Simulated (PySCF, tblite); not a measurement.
# C₇H₁₀Cl radical: geometry, infrared bands and EPR parameters

Wanted: the infrared bands and EPR parameters of C₇H₁₀Cl radical (`CC(C)(C)C#C[CH]Cl`), by calculation.

Computed with tblite 0.8.0 and PySCF 2.14.0, with density-fitted response routines of our own, on a single molecule in the gas phase. Atoms count from 0, in the outputs and in this text.

## (1) Starting geometry

18 atoms, charge 0, multiplicity 2; geometry from: force field or distance geometry start.

Bonds of the start (Å): C0–C1 1.50, C1–C2 1.53, C1–C3 1.50, C1–C4 1.48, C4–C5 1.22, C5–C6 1.47, C6–Cl7 1.78, C0–H8 1.12, C0–H9 1.12, C0–H10 1.11, C2–H11 1.12, C2–H12 1.11, C2–H13 1.09, C3–H14 1.10, C3–H15 1.09, C3–H16 1.13, C6–H17 1.10.

## (2) Geometry optimisation with GFN2-xTB

Job settings and geometry (Å):

```
{"job": {"kind": "relax", "xc": "GFN2-xTB", "basis": "xTB"}, "charge": 0, "multiplicity": 2}
C     -0.791000    -1.436200     0.703200
C     -0.604200    -0.064800     0.128400
C     -1.019400     1.036400     1.111900
C     -1.326600     0.204800    -1.156800
C      0.841000     0.148100    -0.099800
C      2.027600     0.324400    -0.298500
C      3.464800     0.540400    -0.527800
Cl     4.263400    -1.044100    -0.355500
H     -0.310000    -2.160100     0.004300
H     -1.869900    -1.719300     0.828500
H     -0.262200    -1.533800     1.677900
H     -0.673500     1.985800     0.622900
H     -0.486200     0.931700     2.083200
H     -2.104300     1.119100     1.222000
H     -0.956300    -0.440200    -1.968600
H     -1.364300     1.265600    -1.420800
H     -2.407800    -0.090300    -1.015600
H      3.570100     0.938700    -1.550600
```

On the command line:

```
OMP_NUM_THREADS=1 python probes_run.py task.json out
```

The driver reads the jobs from task.json and runs them one after another.

**Question.** This job is followed by: GFN2-xTB harmonic vibrations, gas phase; UKS B3LYP, pcH-1 on C Cl H, non-relativistic, mean-field spin-orbit, GIAO. What will the session give for the following? strongest single infrared mode (GFN2-xTB); zero-point energy (GFN2-xTB); g(iso) (B3LYP); ⟨S²⟩; largest a(iso) (averaged by class); potential on the surface of density 0.002 e/bohr³, 1st and 99th percentile.

**Answer**, as computed:

| quantity | value |
| --- | --- |
| strongest single infrared mode (GFN2-xTB) | 3036 cm⁻¹, 129 km/mol |
| zero-point energy (GFN2-xTB) | 90.6 kcal/mol |
| g(iso) (B3LYP) | 2.00594 |
| ⟨S²⟩ | 0.766 (exact 0.75) |
| largest a(iso) (averaged by class) | 13C on C6, 73.7 MHz |
| potential on the surface of density 0.002 e/bohr³, 1st and 99th percentile | -0.62 V and 0.96 V |

In words: The optimisation took 71 steps and gained 0.935 eV; among the close pairs (by a distance rule), C5–C6 changed most, from 1.471 to 1.356 Å. All 48 modes are real, so the xTB geometry is a minimum. GFN2-xTB is a fitted tight-binding method: band positions and strengths are rough. Its intensities can rank the bands wrongly. The largest share of the spin, 0.70 e, sits on C6. The isotropic g lies 3.6 ppt above the free-electron value. The conformer search found further structures of the same energy, which may be mirror or relabelled copies of this one.
